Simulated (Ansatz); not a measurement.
# Sn3C: the cost of one run

Method: DFT PBE, scalar-relativistic, plane waves, PAW, in Ansatz 0.2.0.

### 1 Starting point

Symmetry: P6/mmm, No. 191, hexagonal system. The conventional cell has a = 4.843 Å, b = 4.843 Å, c = 5.557 Å, α = 90.00°, β = 90.00°, γ = 120.00°. Around Sn (site symmetry mmm) lie 4 Sn at 2.42 Å. C (site symmetry 6/mmm) is surrounded by 12 Sn at 3.69 Å.

Structure file:

```cif
data_structure
_symmetry_space_group_name_H-M 'P6/mmm'
_symmetry_Int_Tables_number 191
_cell_length_a 4.8430
_cell_length_b 4.8430
_cell_length_c 5.5571
_cell_angle_alpha 90.000
_cell_angle_beta 90.000
_cell_angle_gamma 120.000
_cell_volume 112.88
loop_
_atom_site_label
_atom_site_type_symbol
_atom_site_symmetry_multiplicity
_atom_site_Wyckoff_symbol
_atom_site_fract_x
_atom_site_fract_y
_atom_site_fract_z
_atom_site_occupancy
Sn1 Sn 3 f 0.50000 0.00000 0.00000 1
C1 C 1 b 0.00000 0.00000 0.50000 1
```

The cell is invented: random cell by space group and Wyckoff sites (P6/mmm, No. 191). Its size is a rough estimate.

### 2 A first look at the guess

The input, input.yaml:

```yaml
crystal:
  lattice:
    - [4.84300319, 0.0, 0.0]
    - [-2.42150159, 4.19416379, 0.0]
    - [0.0, 0.0, 5.55713861]
  atoms:
    - { symbol: Sn, position: [0.5, 0.0, 0.0] }
    - { symbol: Sn, position: [0.0, 0.5, 0.0] }
    - { symbol: Sn, position: [0.5, 0.5, 0.0] }
    - { symbol: C, position: [0.0, 0.0, 0.5] }
basis:
  ecutwfc: 420
kpoints:
  mp_grid: { grid: [6, 6, 4] }
hamiltonian:
  xc: pbe
scf:
  occupations: { method: gaussian, width: 0.1 }
  lower_state_search: "off"
output:
  forces: true
  stress: true
  eigenvalues: true
```

Run with:

```bash
$ ansatz run input.yaml --threads 1 --pin off --max-ram 2560MiB --backend cpu --events-out ev --progress --plain --runs-dir out
```

Q: Estimate wall time and peak memory on 1 thread of AMD EPYC 7R43 (Zen 3), shared host.

About 5.7 s, with a peak of 0.42 GiB.
